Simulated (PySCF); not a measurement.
**Ca(OH)₂: relaxation and vibrations of the singlet**

Aim: relax Ca(OH)₂ as a singlet from a BP86 minimum start, check by its vibrations whether the end is a minimum, and collect its spectrum and constants.

Program: PySCF 2.14.0. Level of theory: BP86, basis Ca def2-TZVP, O def2-TZVP, H def2-TZVP, no relativity, density fitting. These are calculated values, not measurements.

## Step 1: Starting geometry

5 atoms, charge 0, spin multiplicity 1.

Bond lengths: Ca1–O2 2.034 Å, Ca1–O3 2.034 Å, O2–H4 0.965 Å, O3–H5 0.965 Å. Angles: O2–Ca1–O3 166.2°, Ca1–O2–H4 176.5°, Ca1–O3–H5 176.5°.

```xyz
5
charge 0 multiplicity 1
Ca    0.1167    0.0000    0.0000
O    -0.1268   -2.0191    0.0000
O    -0.1268    2.0191    0.0000
H    -0.3005   -2.9678    0.0000
H    -0.3005    2.9678    0.0000
```

## Step 2: Finding the electronic state

The steps below are one call of a driver around PySCF. For each, scf.py gives the equivalent set-up of the SCF; relaxations use the driver's own optimiser. The state is first sought with PBE. After this first run the driver tries any further starts and a stability analysis.

scf.py

```python
from pyscf import gto, scf, dft
mol = gto.M(atom='''
Ca     0.116670    -0.000000     0.000000
O     -0.126820    -2.019070     0.000000
O     -0.126820     2.019070    -0.000000
H     -0.300480    -2.967850    -0.000000
H     -0.300480     2.967850     0.000000''',
    basis={'Ca': 'def2-TZVP', 'O': 'def2-TZVP', 'H': 'def2-TZVP'},
    charge=0, spin=0)
mf = dft.RKS(mol, xc='PBE')
mf.grids.atom_grid = (50, 194)
aux = {'Ca': 'def2-universal-JKFIT', 'O': 'def2-universal-JKFIT', 'H': 'def2-universal-JKFIT'}
mf = mf.density_fit(auxbasis=aux)
mf.conv_tol = 1e-08
mf.diis_space = 10
mf.max_cycle = 60
mf.init_guess = 'minao'
mf.verbose = 4
mf.kernel()
```

Command:

```sh
$ OMP_NUM_THREADS=2 python axn.py task.json out
```

After this run come: Relaxing the singlet from the BP86 minimum start; Frequencies.

Before running it: what results should come out? Wanted: minimum; geometry; wavenumbers; dipole moment; highest occupied, lowest empty level; polar-tensor charge of Ca1; zero-point energy; atomisation energy.

**Answer**, as computed:

| quantity | value |
| --- | --- |
| minimum | singlet, C2v |
| geometry | Ca–O 2.034 Å (×2), O–H 0.965 Å (×2); Ca–O–H 176.5° (×2), O–Ca–O 166.3° |
| wavenumbers (cm⁻¹) | 32 (a1), 430 (a1), 430 (b1), 443 (b2), 445 (a2), 528 (a1), 624 (b2), 3817 (a1), 3817 (b2) |
| dipole moment | 1.01 D |
| highest occupied, lowest empty level | -5.61, -1.55 eV |
| polar-tensor charge of Ca1 | +1.72 e |
| zero-point energy | 63.2 kJ/mol |
| entropy at 298.15 K | 289.9 J/(mol K) |
| atomisation energy (no zero-point energy) | 1818 kJ/mol |

In words: The BP86 minimum start keeps its C2v symmetry and ends in a minimum. In the infrared the band at 430 cm⁻¹ (a1) leads. Only this shape and spin were tried, so other structures or states may lie lower.
